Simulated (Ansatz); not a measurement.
# GeH4O (triplet): from a generated start to a stationary point

Where does this start of GeH4O (triplet) end when it is relaxed?

Program: Ansatz 0.2.0, Gaussian basis. Level of theory: UKS PBE0/def2-TZVP. These are calculated values, not measurements.

## Step 1: The starting structure

6 atoms, charge 0, spin multiplicity 3.

Atoms are counted from 1 here; the program's logs count them from 0.

Bond lengths: Ge1–O2 1.791 Å, Ge1–H3 1.660 Å, Ge1–H4 1.579 Å, O2–H6 0.953 Å. Angles: O2–Ge1–H3 99.2°, O2–Ge1–H4 93.6°, H3–Ge1–H4 103.3°, Ge1–O2–H6 124.5°.

As a file:

```
Ge   -0.2259   -0.1471   -0.1502
O     1.1790    0.5793    0.6896
H    -1.0929    1.2334   -0.4623
H    -0.8714   -0.6867    1.1864
H    -2.3443   -0.2070   -1.1011
H     1.8731    1.0673    0.2559
```

The start was built by rule and, where that kept it together, relaxed with GFN2-xTB. Sticks and bond lists go by distance. No spin-orbit coupling is included. 

## Step 2: Relaxation

The input, in.yaml:

```yaml
crystal:
  periodic: [false, false, false]
  atoms:
    - {symbol: Ge, position_ang: [-0.225896, -0.147115, -0.150201]}
    - {symbol: O, position_ang: [1.179040, 0.579281, 0.689569]}
    - {symbol: H, position_ang: [-1.092878, 1.233406, -0.462339]}
    - {symbol: H, position_ang: [-0.871424, -0.686712, 1.186401]}
    - {symbol: H, position_ang: [-2.344318, -0.206951, -1.101093]}
    - {symbol: H, position_ang: [1.873105, 1.067333, 0.255908]}
basis:
  gaussian: {orbitals: def2-TZVP}
magnetization: {spin_polarized: true, initial_magnetization: 2}
hamiltonian: {xc: pbe0}
relax: {f_tol: 0.004, max_steps: 80}
```

Command:

```
$ ansatz run in.yaml --threads 1 --pin off --events-out ev --progress --plain --max-ram 2176MiB
```

What does the calculation give? Wanted: energy gained; shift from the start; total energy; dipole moment; ⟨S²⟩.

As calculated:

| quantity | value |
| --- | --- |
| steps | 15 |
| energy gained | 0.361 eV |
| shift from the start (rms) | 0.499 Å |
| total energy | -58618.5271 eV |
| dipole moment | 1.43 D |
| ⟨S²⟩ | 2.002 |

What this shows: The bonds of the start are those of the end. Ge1–H3 went from 1.660 to 1.557 Å. No vibrations were run, so this is a stationary point, not a proven minimum, and this spin need not be the ground state's.
